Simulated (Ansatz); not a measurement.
# La (La, hcp): the cost of one run

Program: Ansatz 0.2.0. Level of theory: DFT revPBE, plane waves (420 eV) with PAW, scalar-relativistic; the PAW data stem from PBE, with regenerated cores. These are calculated values, not measurements.

### 1 The structure to begin with

Symmetry: P6_3/mmc, No. 194, hexagonal system. Conventional cell: a = 3.754 Å, b = 3.754 Å, c = 6.131 Å, α = 90.00°, β = 90.00°, γ = 120.00°. Around La (site symmetry -6m2) lie 12 La at 3.75 Å.

Coordinates:

```xyz
2
Lattice="3.7542 0.0000 0.0000 -1.8771 3.2513 0.0000 0.0000 0.0000 6.1307" Properties=species:S:1:pos:R:3 pbc="T T T"
La    0.0000    2.1675    1.5327
La    1.8771    1.0838    4.5980
```

### 2 Geometry optimisation

input.yaml

```yaml
crystal:
  lattice:
    - [3.7542362609, 0.0, 0.0]
    - [-1.8771181304, 3.2512639737, 0.0]
    - [0.0, 0.0, 6.130667814]
  atoms:
    - { symbol: La, position: [0.3333333333, 0.6666666667, 0.25] }
    - { symbol: La, position: [0.6666666667, 0.3333333333, 0.75] }
hamiltonian:
  xc: revpbe
  pseudopotentials:
    kind: paw
    azcp:
      La: "pseudopotentials/La.paw.azcp"
basis:
  ecutwfc: 420
  fft_grid_basis: typed
kpoints:
  mp_grid: { grid: [10, 10, 5], shift: [0, 0, 0] }
magnetization:
  spin_polarized: false
scf:
  occupations: { method: fermi_dirac, width: 0.1 }
relax:
  max_steps: 60
  f_tol: 0.01
  cell: {}
output:
  write_density: true
  write_potential: true
  elf: true
  volumetric_format: npy
```

Q: Estimate wall time and peak memory on 2 threads of an x86-64 CPU, shared host.

About 8.3 s, with a peak of 0.45 GiB.
